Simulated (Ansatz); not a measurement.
# K: the cost of one run

Method: DFT r2SCAN, scalar-relativistic, plane waves, PAW, in Ansatz 0.2.0.

10 further runs of the same task are left out: 10 set aside as unsound or not needed.

## (1) The structure to begin with

Symmetry: Pm-3m, No. 221, cubic system. The conventional cell has a = 4.310 Å, b = 4.310 Å, c = 4.310 Å, α = 90.00°, β = 90.00°, γ = 90.00°. Around K (site symmetry m-3m) lie 6 K at 4.31 Å.

As a file:

```xyz
1
Lattice="4.3104 0.0000 0.0000 0.0000 4.3104 0.0000 0.0000 0.0000 4.3104" Properties=species:S:1:pos:R:3 pbc="T T T"
K     0.0000    0.0000    0.0000
```

It goes back to an entry of the Materials Project, which need not be the stable form.

It is the result of an earlier relaxation at this level (volume 80.09 Å³/atom; gap on the mesh: none (metal)).

## (2) The scan

The energy is mapped over two homogeneous strains (x along [1 0 0], y along [0 1 0], z along [0 0 1] of the conventional cell).

- normal strain along x: 9 values from −11.00 to 11.00 %
- normal strain along z: 9 values from −11.00 to 11.00 %

Nothing else is relaxed (symmetry fixes all fractional coordinates). Energies count from the relaxed crystal. Points are written as (first, second).

## (3) Grid point (−11.00 %, 5.50 %)

input.yaml

```yaml
crystal:
  lattice:
    - [3.8362911461, 0.0, 0.0]
    - [0.0, 4.31043949, 0.0]
    - [0.0, 0.0, 4.547513662]
  atoms:
    - { symbol: K, position: [0.0, 0.0, 0.0] }
basis:
  ecutwfc: 500
kpoints:
  mp_grid: { grid: [10, 10, 10] }
hamiltonian:
  xc: r2scan
scf:
  occupations: { method: gaussian, width: 0.15 }
output:
  forces: true
  stress: true
  eigenvalues: true
```

Started as:

```bash
$ ansatz run input.yaml --threads 1 --pin off --max-ram 2048MiB --backend cpu --events-out ev --progress --plain --runs-dir out
```

**Question.** How long does this run take on 1 thread of AMD EPYC 9R45 (Zen 5), shared host, and how much memory does it need?

About 4.7 s, with a peak of 0.67 GiB.
